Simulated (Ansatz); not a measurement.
The system is BiTe.

```
Bi Te
1.0
     0.00000    3.23500    3.23500
     3.23500    0.00000    3.23500
     3.23500    3.23500    0.00000
Bi Te
1 1
Direct
  0.00000 0.00000 0.00000
  0.50000 0.50000 0.50000
```

```yaml
Program: Ansatz 0.2.0
Task: relaxation of cell and atoms
Functional: RPBE
Dispersion: D3(BJ)
Potentials_or_basis: Ansatz PAW
Cutoff: "420 eV (not typed: the program's choice for these potentials)"
k_mesh: 7 × 7 × 7
Occupations: fermi-dirac, width 0.05 eV
Spin: no spin polarisation
```

At the start: volume 33.86 Å³/atom.

**Question.** Where does the relaxation end?

**Answer.** It ends after 7 steps and the volume is 26.42 Å³/atom (-22.0 %); space group Fm-3m (No. 225, to 0.05 Å).

Step by step:
```tsv
step	energy change (eV)	largest force (eV/Å)	volume (Å³)
1	0.0000	0.0000	67.71
2	-0.6300	0.0000	58.28
3	-0.7090	0.0000	49.77
4	-0.7654	0.0000	53.47
5	-0.7677	0.0000	52.91
6	-0.7677	0.0000	52.84
7	-0.7652	0.0000	52.84
```

Final structure:
```yaml
crystal:
  lattice:
    - [0.00000, 2.97843, 2.97843]
    - [2.97843, 0.00000, 2.97843]
    - [2.97843, 2.97843, 0.00000]
  atoms:
    - { symbol: Bi, position: [0.00000, 0.00000, 0.00000] }
    - { symbol: Te, position: [0.50000, 0.50000, 0.50000] }
```

Caveat: the volume moved by over 15 % at a fixed basis, so the end points are rough; the plane-wave basis is chosen anew once the cell has moved, so the energies of steps on either side of that aren't comparable; the volume moved by -22 % from the deposited cell, more than functionals usually miss; pairwise dispersion overbinds metals, which lowers pressure and volume; the PAW data sets come from PBE, with cores solved anew for the run's functional, which leaves a small shift of forces and pressure.
